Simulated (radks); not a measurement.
# Ge²²⁺ in [He] 2s2 2p4 3d2: an all-electron calculation

What are the levels of the germanium ion Ge22+, how large are its shells, and how does its energy divide?

The numbers are computed with radks (a radial shooting solver on a logarithmic mesh, Libxc functionals) version 1 (Dirac Kohn-Sham, PBEsol, spin-unpolarised, spherical densities, finite nucleus; open shells are shared between the two j in proportion to 2j + 1), except any that are marked as measured or tabulated.

**1. Starting point**

- element: germanium (Z = 32)
- charge: +22
- electrons: 10
- configuration: [He] 2s2 2p4 3d2
- nuclear rms radius: 4.0742 fm

Outer shells as boxes (Hund's rule):

Ge²²⁺
```
[He] core
2s [↑↓]
2p [↑↓][↑ ][↑ ]
3d [↑ ][↑ ][  ][  ][  ]
```

**2. Self-consistent calculation**

Settings of this run:

```text
Z 32
configuration [He] 2s2 2p4 3d2
relativity Dirac
functional pbe_sol,pbe_sol
spin unpolarised
j_filling average
nucleus finite rms 4.0742 fm
c 137.035999084
```

**Question.** What will this run give?

As calculated:

| quantity | value |
| --- | --- |
| total energy | -1701.05091 hartree |
| exchange-correlation share of it | 2.61 % |
| −T/E | 1.0242 |
| highest occupied level | 3d5/2, -818.80 eV |
| most extended occupied level | 3d5/2, <r> = 0.425 bohr |
| radius at density 0.001 e/bohr³ | 1.15 bohr |
| maxima of the radial density | 2 |

**Reading.** The radial density shows 2 maxima for 3 occupied principal shells; where shells overlap, one shows as a shoulder or not at all. Relativity lifts −T/E to 1.024. This is not the tabulated ground configuration, so its levels and sizes aren't those of the ground state, and no measured value stands beside it.
